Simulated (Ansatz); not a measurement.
# C2H7AlSSi: a dynamics run in two tries

The task is a short trajectory. SMILES of the start: [AlH2][CH]1C[SiH]1S.

Program: Ansatz 0.2.0. Level of theory: RKS B3LYP-D4/6-31G. These are calculated values, not measurements.

### 1 Starting point

Bond lengths: Al1–C2 2.011 Å, C2–C3 1.547 Å, C2–Si4 1.945 Å, C3–Si4 1.897 Å, Si4–S5 2.206 Å, Al1–H6 1.626 Å, Al1–H7 1.536 Å, C2–H8 1.039 Å, C3–H9 1.078 Å, C3–H10 1.080 Å, Si4–H11 1.410 Å, S5–H12 1.441 Å. Angles (14 of 22 angles, heavy atoms first): Al1–C2–C3 123.4°, Al1–C2–Si4 112.7°, C3–C2–Si4 64.6°, C2–C3–Si4 67.9°, C2–Si4–C3 47.5°, C2–Si4–S5 116.7°, C3–Si4–S5 118.6°, Al1–C2–H8 116.6°, C3–C2–H8 116.0°, Si4–C2–H8 110.8°, C2–Al1–H6 114.6°, C2–Al1–H7 119.9°, C2–C3–H9 119.6°, C2–C3–H10 119.4°.

Structure file:

```xyz
12

Al    0.3318    0.7699    2.1111
C    -0.4101    0.4993    0.2612
C     0.3861    0.8033   -1.0294
Si    0.3505   -1.0513   -0.6333
S    -1.0522   -2.3404   -1.7456
H    -0.7895    0.8518    3.2851
H     1.8402    0.6232    2.3588
H    -1.4451    0.5074    0.1697
H    -0.1140    1.2617   -1.8676
H     1.2984    1.3786   -0.9660
H     1.3672   -1.7261    0.0723
H    -0.4300   -2.2175   -3.0392
```

### 2 First try

File input.yaml:

```yaml
crystal:
  periodic: [false, false, false]
  atoms:
    - { symbol: Al, position_ang: [0.331782, 0.76987, 2.111108] }
    - { symbol: C, position_ang: [-0.410112, 0.499304, 0.261198] }
    - { symbol: C, position_ang: [0.386121, 0.803325, -1.029412] }
    - { symbol: Si, position_ang: [0.350537, -1.051279, -0.633266] }
    - { symbol: S, position_ang: [-1.052181, -2.340432, -1.745638] }
    - { symbol: H, position_ang: [-0.78954, 0.851822, 3.285074] }
    - { symbol: H, position_ang: [1.840183, 0.623166, 2.358753] }
    - { symbol: H, position_ang: [-1.44507, 0.50743, 0.169723] }
    - { symbol: H, position_ang: [-0.113996, 1.261676, -1.867616] }
    - { symbol: H, position_ang: [1.298429, 1.378641, -0.965954] }
    - { symbol: H, position_ang: [1.367229, -1.726077, 0.072291] }
    - { symbol: H, position_ang: [-0.430037, -2.217545, -3.039221] }
basis:
  gaussian: { orbitals: "6-31G" }
hamiltonian:
  xc: b3lyp
  dispersion: d4
md:
  timestep: 50.0
  n_steps: 25
  ensemble: nvt_langevin
  temperature: 700.0
  initial_velocities: maxwell_boltzmann
  seed: 619584
  friction: 0.005
scf:
  lower_state_search: "off"
```

Started as:

```console
$ ansatz run input.yaml --threads 2 --pin off --max-ram 3072MiB --backend cpu --events-out ev --progress --plain --runs-dir out
```

What does the calculation give? Wanted: first try.

**Answer**, as computed:

| quantity | value |
| --- | --- |
| first try | timeout |
| cause | the time step is longer than any vibration's period allows, so each step throws atoms far past their turning points |

In words: The program did not catch the first fault at the input check, so it cost a run.
